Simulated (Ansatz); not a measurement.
# C3H7B: the cost of one run

Program: Ansatz 0.2.0, Gaussian basis. Level of theory: the settings change from run to run. These are calculated values, not measurements.

### Step 1. The relaxed structure

The structure was relaxed beforehand with PBE0-D4 in a triple-zeta def2 set.

11 atoms, charge 0, spin multiplicity 1.

Atoms are counted from 1 here; the program's logs count them from 0.

Bond lengths: C1–B2 1.541 Å, C1–H5 1.101 Å, C1–H6 1.092 Å, C1–H7 1.092 Å, B2–C3 1.527 Å, B2–C4 1.527 Å, C3–C4 1.545 Å, C3–H8 1.087 Å, C3–H9 1.087 Å, C4–H10 1.087 Å, C4–H11 1.087 Å. Angles: B2–C1–H5 105.5°, B2–C1–H6 114.1°, B2–C1–H7 114.0°, H5–C1–H6 106.3°, H5–C1–H7 106.2°, H6–C1–H7 110.1°, C1–B2–C3 149.6°, C1–B2–C4 149.5°, C3–B2–C4 60.8°, B2–C3–C4 59.6°, B2–C3–H8 120.4°, B2–C3–H9 120.2°, C4–C3–H8 117.3°, C4–C3–H9 117.3°, H8–C3–H9 112.2°, B2–C4–C3 59.6°, B2–C4–H10 120.2°, B2–C4–H11 120.4° and more.

### Step 2. HSE06/def2-TZVPD

Set apart from the defaults: charge +1, multiplicity 2, restricted open-shell orbitals, atoms shaken by 0.03 Å, D4 dispersion, high accuracy.

The input, in.yaml:

```yaml
crystal:
  periodic: [false, false, false]
  atoms:
    - {symbol: C, position_ang: [-0.803249, 1.338665, -0.477154]}
    - {symbol: B, position_ang: [-0.018355, 0.238077, -0.001775]}
    - {symbol: C, position_ang: [0.167869, -0.942877, 0.949412]}
    - {symbol: C, position_ang: [0.914813, -0.940935, -0.346540]}
    - {symbol: H, position_ang: [-1.731773, 1.085998, -1.003229]}
    - {symbol: H, position_ang: [-1.098572, 2.101536, 0.327821]}
    - {symbol: H, position_ang: [-0.164588, 2.005160, -1.227541]}
    - {symbol: H, position_ang: [-0.518542, -1.675364, 1.198142]}
    - {symbol: H, position_ang: [0.794368, -0.713577, 1.883488]}
    - {symbol: H, position_ang: [2.018524, -0.817131, -0.276270]}
    - {symbol: H, position_ang: [0.634609, -1.769578, -1.028581]}
basis:
  gaussian: {orbitals: def2-TZVPD}
total_charge: 1
magnetization: {spin_polarized: false, initial_magnetization: 1}
hamiltonian: {xc: {name: HSE06}, dispersion: d4}
accuracy: high
```

Launch:

```sh
$ ansatz run in.yaml --threads 2 --pin off --events-out ev --progress --plain --max-ram 4352MiB
```

What time and memory should one allow on 2 threads of AMD EPYC 7B13, shared host?

About 27 s, with a peak of 1.4 GiB.
